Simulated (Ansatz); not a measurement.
# LiMg14Sn: the cost of one run

Computed with Ansatz 0.2.0 (DFT, PBE, plane-wave PAW, default files, scalar-relativistic, as far as a step names no other, unless a step's input says otherwise).

## Step 1: The starting structure

Symmetry: P-6m2, No. 187, hexagonal system. Conventional cell: a = 6.317 Å, b = 6.317 Å, c = 10.499 Å, α = 90.00°, β = 90.00°, γ = 120.00°. Li (site symmetry -6m2) has 12 Mg at 3.16 to 3.18 Å as nearest neighbours. Mg (site symmetry mm2) is surrounded by 10 Mg at 3.15 to 3.21 Å and 2 Sn at 3.16 Å. Mg (site symmetry mm2) has 10 Mg at 3.15 to 3.19 Å and 2 Li at 3.16 Å as nearest neighbours. Around Mg (site symmetry m) lie 10 Mg at 3.16 to 3.21 Å and 1 Li at 3.18 Å and 1 Sn at 3.21 Å. Mg (site symmetry 3m) is surrounded by 12 Mg at 3.16 to 3.20 Å. Sn (site symmetry -6m2) is surrounded by 12 Mg at 3.16 to 3.21 Å.

As a file:

```cif
data_structure
_symmetry_space_group_name_H-M 'P 1'
_symmetry_Int_Tables_number 1
_cell_length_a 6.3170
_cell_length_b 6.3170
_cell_length_c 10.4988
_cell_angle_alpha 90.000
_cell_angle_beta 90.000
_cell_angle_gamma 120.000
_cell_volume 362.82
loop_
_atom_site_label
_atom_site_type_symbol
_atom_site_fract_x
_atom_site_fract_y
_atom_site_fract_z
_atom_site_occupancy
Li1 Li 0.00000 0.00000 0.50000 1
Mg1 Mg 0.99919 0.49960 0.00000 1
Mg2 Mg 0.00088 0.50044 0.50000 1
Mg3 Mg 0.50040 0.00081 0.00000 1
Mg4 Mg 0.49956 0.99912 0.50000 1
Mg5 Mg 0.50040 0.49960 0.00000 1
Mg6 Mg 0.49956 0.50044 0.50000 1
Mg7 Mg 0.16655 0.83345 0.25156 1
Mg8 Mg 0.16655 0.83345 0.74844 1
Mg9 Mg 0.16655 0.33310 0.25156 1
Mg10 Mg 0.16655 0.33310 0.74844 1
Mg11 Mg 0.66690 0.83345 0.25156 1
Mg12 Mg 0.66690 0.83345 0.74844 1
Mg13 Mg 0.66667 0.33333 0.25087 1
Mg14 Mg 0.66667 0.33333 0.74913 1
Sn1 Sn 0.00000 0.00000 0.00000 1
```

## Step 2: First run, atoms as given

Contents of input.yaml:

```yaml
crystal:
  lattice:
    - [6.3169813485, 0.0, 0.0]
    - [-3.1584906742, 5.470666323, 0.0]
    - [0.0, 0.0, 10.49881925]
  atoms:
    - { symbol: Li, position: [0.0, 0.0, 0.5] }
    - { symbol: Mg, position: [0.99919278, 0.49959639, 0.0] }
    - { symbol: Mg, position: [0.00087862, 0.50043931, 0.5] }
    - { symbol: Mg, position: [0.50040361, 0.00080722, 0.0] }
    - { symbol: Mg, position: [0.49956069, 0.99912138, 0.5] }
    - { symbol: Mg, position: [0.50040361, 0.49959639, 0.0] }
    - { symbol: Mg, position: [0.49956069, 0.50043931, 0.5] }
    - { symbol: Mg, position: [0.16654959, 0.83345041, 0.25156074] }
    - { symbol: Mg, position: [0.16654959, 0.83345041, 0.74843926] }
    - { symbol: Mg, position: [0.16654959, 0.33309918, 0.25156074] }
    - { symbol: Mg, position: [0.16654959, 0.33309918, 0.74843926] }
    - { symbol: Mg, position: [0.66690082, 0.83345041, 0.25156074] }
    - { symbol: Mg, position: [0.66690082, 0.83345041, 0.74843926] }
    - { symbol: Mg, position: [0.6666666667, 0.3333333333, 0.25086866] }
    - { symbol: Mg, position: [0.6666666667, 0.3333333333, 0.74913134] }
    - { symbol: Sn, position: [0.0, 0.0, 0.0] }
kpoints:
  mp_grid: { grid: [6, 6, 3] }
scf:
  occupations: { method: fermi_dirac, width: 0.05 }
hamiltonian:
  xc: pbe
  pseudopotentials: { kind: paw }
output:
  forces: true
  stress: true
  populations: true
  efg:
    quadrupole_moments_barn: { Li: -0.0401, Mg: 0.1994, Sn: -0.132 }
    contact_densities: true
```

Command:

```bash
$ ansatz run input.yaml --threads 1 --pin off --max-ram 2560MiB --backend cpu --events-out ev --progress --plain --runs-dir out
```

**Question.** How long does this run take on 1 thread of AMD EPYC 7R13 (Zen 3), shared host, and how much memory does it need?

About 52 s, with a peak of 0.79 GiB.
